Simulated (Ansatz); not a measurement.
**CH3BFNO: small, medium and large basis sets**

An exercise on one series of results from a longer session: the logs are not shown, and one member is left open.

The runs use Ansatz 0.2.0, Gaussian basis; one geometry, several basis sets.

Levels to be run: PBE0-D4/def2-SVP; ωB97M-V/def2-SVP; PBE0-D4/def2-QZVPP; ωB97M-V/def2-QZVPP; the functionals' def2-TZVPP values are taken from earlier runs.

**The geometry**

An earlier PBE0-D4 in a triple-zeta def2 set relaxation fixed the geometry.

8 atoms, charge 0, spin multiplicity 1.

Atoms are counted from 1 here; the program's logs count them from 0.

Bond lengths: N1–C2 1.313 Å, N1–H6 1.007 Å, N1–H7 1.008 Å, C2–B4 1.559 Å, C2–H8 1.086 Å, O3–B4 1.279 Å, B4–F5 1.336 Å. Angles: C2–N1–H6 120.6°, C2–N1–H7 122.1°, H6–N1–H7 116.3°, N1–C2–B4 126.0°, N1–C2–H8 114.3°, B4–C2–H8 117.4°, C2–B4–O3 92.5°, C2–B4–F5 130.9°, O3–B4–F5 136.5°.

Set-up of the first run:

Input file in.yaml:

```yaml
crystal:
  periodic: [false, false, false]
  atoms:
    - {symbol: N, position_ang: [0.326722, 0.440546, 1.112636]}
    - {symbol: C, position_ang: [-0.216423, -0.375565, 0.239001]}
    - {symbol: O, position_ang: [-0.978011, 0.379009, -1.519141]}
    - {symbol: B, position_ang: [0.035801, -0.369169, -1.299865]}
    - {symbol: F, position_ang: [1.014421, -0.912926, -2.028328]}
    - {symbol: H, position_ang: [1.164077, 0.952065, 0.885412]}
    - {symbol: H, position_ang: [-0.149863, 0.715946, 1.956744]}
    - {symbol: H, position_ang: [-1.104424, -0.887107, 0.597641]}
basis:
  gaussian: {orbitals: def2-SVP}
hamiltonian: {xc: pbe0, dispersion: d4}
output: {orbitals: {seedname: orbitals}}
```

Launch:

```console
$ ansatz run in.yaml --threads 2 --pin off --events-out ev --progress --plain --max-ram 4352MiB
```

Steps of the session up to this table: PBE0-D4 in def2-SVP; ωB97M-V in def2-SVP; PBE0-D4 in def2-QZVPP; ωB97M-V in def2-QZVPP.

One table of the session follows, with a row left open; its other results are not shown here.

It belongs to the step «Functionals by basis». 

```
functional       basis  HOMO (eV)
   PBE0-D4    def2-SVP      -7.07
   PBE0-D4  def2-TZVPP      -7.30
   PBE0-D4  def2-QZVPP          ?
   ωB97M-V    def2-SVP      -9.23
   ωB97M-V  def2-TZVPP      -9.50
   ωB97M-V  def2-QZVPP      -9.54
```

Q: Estimate the row for PBE0-D4, def2-QZVPP from the others.

**Answer.** HOMO (eV): -7.34. In the column «HOMO (eV)» it lies between ωB97M-V, def2-SVP (-9.23) and PBE0-D4, def2-TZVPP (-7.30).
